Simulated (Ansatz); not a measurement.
**YZn: optics and the fine band structure**

Aim: levels on a fine mesh, and what follows from them: optical spectra of independent particles, band edges or the Fermi surface. Runs: cell and atoms relaxed (PAW); reference run (PAW and LAPW); spin-orbit coupling on (PAW and LAPW).

Computed with Ansatz 0.2.0 (DFT PBEsol, frozen-core PAW and all-electron LAPW, scalar-relativistic unless said, unless a step's input says otherwise).

## 1. The starting structure

Symmetry: Pm-3m, No. 221, cubic system. Conventional cell: a = 3.560 Å, b = 3.560 Å, c = 3.560 Å, α = 90.00°, β = 90.00°, γ = 90.00°. Around Y (site symmetry m-3m) lie 8 Zn at 3.08 Å. Zn (site symmetry m-3m) is surrounded by 8 Y at 3.08 Å.

Structure file:

```cif
data_structure
_symmetry_space_group_name_H-M 'Pm-3m'
_symmetry_Int_Tables_number 221
_cell_length_a 3.5600
_cell_length_b 3.5600
_cell_length_c 3.5600
_cell_angle_alpha 90.000
_cell_angle_beta 90.000
_cell_angle_gamma 90.000
_cell_volume 45.12
loop_
_atom_site_label
_atom_site_type_symbol
_atom_site_symmetry_multiplicity
_atom_site_Wyckoff_symbol
_atom_site_fract_x
_atom_site_fract_y
_atom_site_fract_z
_atom_site_occupancy
Y1 Y 1 a 0.00000 0.00000 0.00000 1
Zn1 Zn 1 b 0.50000 0.50000 0.50000 1
```

Cartesian axes are those of the input's lattice vectors. The structure goes back to a database entry.

## 2. Cell and atoms relaxed, PAW

input.yaml reads:

```yaml
crystal:
  lattice:
    - [3.56, 0.0, 0.0]
    - [0.0, 3.56, 0.0]
    - [0.0, 0.0, 3.56]
  atoms:
    - { symbol: "Y", position: [0.0, 0.0, 0.0] }
    - { symbol: Zn, position: [0.5, 0.5, 0.5] }
kpoints:
  mp_grid: { grid: [10, 10, 10] }
scf:
  occupations: { method: fermi_dirac, width: 0.1 }
hamiltonian:
  xc: pbesol
  pseudopotentials: { kind: paw }
relax:
  f_tol: 0.002
  max_steps: 80
  cell: {}
output:
  forces: true
  stress: true
```

On the command line:

```bash
> ansatz run input.yaml --threads 1 --pin off --max-ram 3072MiB --backend cpu --events-out ev --progress --plain --runs-dir out
```

## 3. Reference run, fine mesh, PAW

input.yaml reads:

```yaml
crystal:
  lattice:
    - [3.52183847565, 0.0, 0.0]
    - [0.0, 3.52183847565, 0.0]
    - [0.0, 0.0, 3.52183847565]
  atoms:
    - { symbol: "Y", position: [0.0, 0.0, 0.0] }
    - { symbol: Zn, position: [0.5, 0.5, 0.5] }
kpoints:
  mp_grid: { grid: [10, 10, 10] }
scf:
  occupations: { method: fermi_dirac, width: 0.1 }
hamiltonian:
  xc: pbesol
  pseudopotentials: { kind: paw }
output:
  forces: true
  stress: true
  eigenvalues: true
  eigenstates:
    nscf_kmesh: { grid: [16, 16, 16] }
    de_dk: true
    e_range: [-14, 14]
  optics:
    e_range: [0, 25]
    de: 0.2
    sigma: 0.15
    bands: { spectra_wanted_up_to: 25 }
    nscf_kmesh: { grid: [16, 16, 16] }
    drude_damping: 0.1
checkpoint:
  write: ck
  write_wavefunctions: false
```

## 4. Reference run, fine mesh, LAPW

Edit input.yaml of step 3 so:

```diff
@@ -14,3 +14,3 @@
   xc: pbesol
-  pseudopotentials: { kind: paw }
+  pseudopotentials: { kind: all_electron, lapw: { basis_error: 0.001 } }
 output:
```

## 5. Spin-orbit coupling on, fine mesh, PAW

input.yaml reads:

```yaml
crystal:
  lattice:
    - [3.52183847565, 0.0, 0.0]
    - [0.0, 3.52183847565, 0.0]
    - [0.0, 0.0, 3.52183847565]
  atoms:
    - { symbol: "Y", position: [0.0, 0.0, 0.0] }
    - { symbol: Zn, position: [0.5, 0.5, 0.5] }
kpoints:
  mp_grid: { grid: [10, 10, 10] }
scf:
  occupations: { method: fermi_dirac, width: 0.1 }
hamiltonian:
  xc: pbesol
  pseudopotentials: { kind: paw_fr }
magnetization:
  noncollinear: true
  spin_orbit: true
output:
  forces: true
  stress: true
  eigenvalues: true
  eigenstates:
    nscf_kmesh: { grid: [12, 12, 12] }
    de_dk: true
    e_range: [-14, 14]
checkpoint:
  write: ck
  write_wavefunctions: false
```

## 6. Spin-orbit coupling on, fine mesh, LAPW

Edit input.yaml of step 5 so:

```diff
@@ -14,3 +14,3 @@
   xc: pbesol
-  pseudopotentials: { kind: paw_fr }
+  pseudopotentials: { kind: all_electron, lapw: { basis_error: 0.001 } }
 magnetization:
```

(Steps that only read results are left out.)

**Question.** What will these runs give? Wanted: states at the Fermi level; bare Sommerfeld coefficient; plasma energy; strongest local maximum of Im εxx; peak of the loss function along x.

The runs gave:

| quantity | value |
| --- | --- |
| states at the Fermi level (PAW) | 1.51 per eV and atom |
| bare Sommerfeld coefficient | 3.56 mJ/(K² mol of atoms) |
| plasma energy (x, y, z) | 4.0, 4.0, 4.0 eV |
| strongest local maximum of Im εxx | 3.2 eV |
| peak of the loss function along x | 12.6 eV |

**Reading.** Without spin-orbit coupling it is a metal with 3 bands crossing the Fermi level, 1.51 states per eV and atom there and a mean speed of 0.24 × 10⁶ m/s. These are bare band values on this mesh, without coupling to phonons. The spectra hold no excitons and no local fields. Cautions: frozen-core PAW files fitted under PBE, their cores solved anew for the functional of the run; filled d bands lie too high at this level, so their transitions start too early; large density of states at the Fermi level, a magnetic or distorted state may lie lower; these sums move with the mesh, by several per cent and more for small sheets; Fermi surface not resolved by the mesh.
